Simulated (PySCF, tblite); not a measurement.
**C6H11FO2Si: geometry, infrared bands and NMR shifts**

Aim: predict the infrared bands and NMR shifts of C6H11FO2Si (`CC(C)C1=C(O[SiH2]O)[C@@H]1F`).

Computed with tblite 0.8.0 and PySCF 2.14.0, with density-fitted response routines of our own, on a single molecule in the gas phase. Atoms are numbered from 0 throughout.

## Step 1: The molecule as given

21 atoms, charge 0, multiplicity 1; geometry from: force field or distance geometry start.

Bonds of the start (Å): C0–C1 1.51, C1–C2 1.50, C1–C3 1.50, C3–C4 1.33, C4–O5 1.39, O5–Si6 1.74, Si6–O7 1.73, C4–C8 1.49, C8–F9 1.38, C8–C3 1.49, C0–H10 1.10, C0–H11 1.10, C0–H12 1.12, C1–H13 1.13, C2–H14 1.09, C2–H15 1.12, C2–H16 1.11, Si6–H17 1.47, Si6–H18 1.44, O7–H19 1.00, C8–H20 1.12.

## Step 2: Geometry optimisation with GFN2-xTB

What the job is given:

```
{"job": {"kind": "relax", "xc": "GFN2-xTB", "basis": "xTB"}, "charge": 0, "multiplicity": 1}
C     -2.329600    -1.040000     0.818400
C     -1.699800    -0.491700    -0.438000
C     -2.538300     0.591100    -1.041300
C     -0.323000     0.053000    -0.173700
C      0.987500    -0.024100    -0.375800
O      2.112700    -0.581800    -0.975200
Si     3.698500    -0.039100    -0.490300
O      3.755300    -0.075100     1.241400
C      0.520100     1.052000     0.541300
F      0.802500     0.903400     1.883300
H     -2.493500    -0.198000     1.513200
H     -1.735200    -1.860800     1.256200
H     -3.345700    -1.446800     0.590500
H     -1.594800    -1.302600    -1.214100
H     -2.903700     0.347600    -2.042100
H     -1.851400     1.473000    -1.159500
H     -3.322300     0.965800    -0.344900
H      3.795600     1.371700    -0.882900
H      4.706700    -0.866400    -1.109100
H      3.274600    -0.887900     1.578700
H      0.474900     2.073700     0.095800
```

The run is started by

```
$ OMP_NUM_THREADS=1 python probes_run.py task.json out
```

One launch serves the whole session: the jobs run in the order shown.

**Question.** This job is followed by: GFN2-xTB harmonic vibrations, gas phase; GIAO PBE0/pcSseg-1 NMR shielding, non-relativistic, gas phase. What will the session give for the following? strongest single infrared mode (GFN2-xTB); zero-point energy (GFN2-xTB); 13C shifts against TMS (PBE0/pcSseg-1); 1H shifts against TMS (PBE0/pcSseg-1, means over atoms taken as alike); 17O shifts against H2O (PBE0/pcSseg-1); 29Si shifts against TMS (PBE0/pcSseg-1); 19F shifts against CFCl3 (PBE0/pcSseg-1).

**Answer**, as computed:

```
                                                              quantity                                         value
                             strongest single infrared mode (GFN2-xTB)                          806 cm⁻¹, 574 km/mol
                                          zero-point energy (GFN2-xTB)                                 98.2 kcal/mol
                                13C shifts against TMS (PBE0/pcSseg-1)      135.8, 104.7, 72.6, 26.8, 23.7, 22.0 ppm
1H shifts against TMS (PBE0/pcSseg-1, means over atoms taken as alike)  5.35, 5.08, 4.87, 3.14, 2.84, 1.28, 1.16 ppm
                                17O shifts against H2O (PBE0/pcSseg-1)                               110.7, 36.1 ppm
                               29Si shifts against TMS (PBE0/pcSseg-1)                                     -28.8 ppm
                              19F shifts against CFCl3 (PBE0/pcSseg-1)                                    -178.0 ppm
```

Over 121 steps the energy fell by 1.111 eV; of the close pairs, Si6–O7 changed most, 1.733 to 1.614 Å. No mode is imaginary among the 57: a minimum at this level. The strongest single mode, at 806 cm⁻¹, moves mainly H19. Unscaled tight-binding wavenumbers are off by several per cent, some by more. Its intensities can rank the bands wrongly. C4 (alkene carbon bearing oxygen) lies farthest downfield among carbon, at 135.8 ppm; an sp2 carbon further deshielded by the attached heteroatom.
